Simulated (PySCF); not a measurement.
Molecule: NAlBrH3, in a box.

```xyz
6
Lattice="12.0000 0.0000 0.0000 0.0000 13.0000 0.0000 0.0000 0.0000 13.0000" Properties=species:S:1:pos:R:3 pbc="T T T"
N     5.2711    7.2803    5.5983
Al    6.1748    6.8803    7.0499
Br    7.2866    4.9151    7.0738
H     4.7393    8.1269    5.4756
H     5.2118    6.7001    4.7775
H     6.2165    7.8430    8.2905
```

Base run:

| Quantity | Value |
| --- | --- |
| Program | PySCF 2.14.0 |
| Functional | r2SCAN50 |
| Dispersion | D4 |
| Potentials or basis | 6-31g* (all-electron) |
| k mesh | 1 × 1 × 1 |
| Occupations | fixed |
| Spin | no spin polarisation |

Its results: gap between the frontier levels 9.52 eV.

Q: The run is repeated on the same cell with these changes: functional from r2SCAN50 to PBE0. What comes out?

A: Gap between the frontier levels 7.17 eV.

Caveats: this is a molecule in a periodic box at the Γ point, so its band gap is the HOMO-LUMO gap; relativity is left out, which matters for the heavier elements; the basis of atomic orbitals isn't converged, which shifts pressures, moduli and gaps.

